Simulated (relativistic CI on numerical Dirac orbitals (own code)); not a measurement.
**Lu²⁺: 4f photoemission multiplets**

Aim: the 4f photoemission spectrum of Lu²⁺ in 4 surroundings, from the same atomic integrals.

Program: relativistic CI on numerical Dirac orbitals (own code) version 1. Level of theory: Dirac-Coulomb-Breit CI, KLI orbitals optimised for each configuration, model QED (radiative potential, 1s self-energy scaled to tabulated hydrogen-like ionisation energies), valence Slater integrals scaled by 0.7, multiplet model of photoemission in the sudden approximation. These are calculated values, not measurements, unless marked.

## Step 1: Starting point

```
ion            : Lu²⁺ (Lu III)
nuclear charge : 71
electrons      : 69
configurations : [Xe] 4f14 5d → [Xe] 4f13 5d
temperature    : 300 K
widths         : Lorentz 0.35 eV, Gauss 0.5 eV
surrounding 1  : free ion
surrounding 2  : D3d, 10Dq = 31850, Dsigma = 380, Dtau = -450 cm⁻¹
surrounding 3  : Td, 10Dq = -6100 cm⁻¹
surrounding 4  : Oh, 10Dq = 15450 cm⁻¹
```

## Step 2: Surrounding 1: free ion

Settings of the run:

```ini
atom Lu  Z=71  charge=2  electrons=69
nucleus A=175  rms_radius_fm=5.3700
hamiltonian dirac-coulomb  breit=on  qed=on  c_scale=1
orbitals kli  potential=per-configuration
slater_scale 0.7
correlation none
mixing on
configurations
  [Xe] 4f14 5d
  [Xe] 4f13 5d
end
photoemission 4f T=300 lorentz=0.35 gauss=0.5
crystal_field free
```

## Step 3: Surrounding 2: D3d, 10Dq = 31850, Dsigma = 380, Dtau = -450

The settings differ from step 2 so:

```diff
@@ -12,2 +12,2 @@
 photoemission 4f T=300 lorentz=0.35 gauss=0.5
-crystal_field free
+crystal_field D3d 10Dq=31850 Dsigma=380 Dtau=-450
```

## Step 4: Surrounding 3: Td, 10Dq = -6100

The settings differ from step 3 so:

```diff
@@ -12,2 +12,2 @@
 photoemission 4f T=300 lorentz=0.35 gauss=0.5
-crystal_field D3d 10Dq=31850 Dsigma=380 Dtau=-450
+crystal_field Td 10Dq=-6100
```

## Step 5: Surrounding 4: Oh, 10Dq = 15450

The settings differ from step 4 so:

```diff
@@ -12,2 +12,2 @@
 photoemission 4f T=300 lorentz=0.35 gauss=0.5
-crystal_field Td 10Dq=-6100
+crystal_field Oh 10Dq=15450
```

(Steps that only read results are left out.)

Q: Predict the outcome of this session. Wanted: highest peak, first run; ground spin.

The runs gave:

| surrounding | ground S | centroid (eV) | spread (eV) | up to four highest peaks (% of the highest), eV |
| --- | --- | --- | --- | --- |
| 1: free | 0.50 | 28.78 | 0.86 | 28.2 (100), 29.5 (69) |
| 2: D3d | 0.50 | 28.86 | 0.83 | 28.2 (100), 29.7 (74) |
| 3: Td | 0.50 | 28.87 | 0.83 | 28.2 (100), 29.7 (74) |
| 4: Oh | 0.50 | 28.85 | 0.84 | 28.2 (100), 29.6 (73) |

| quantity | value |
| --- | --- |
| highest peak, first run | 28.2 eV |
| ground spin (effective S from ⟨S²⟩) | 0.50 |

The highest peak stays in place, within the step of the energy grid, in all surroundings. Energies are those of the free ion without screening by ligands; binding energies in solids differ by tens of eV.
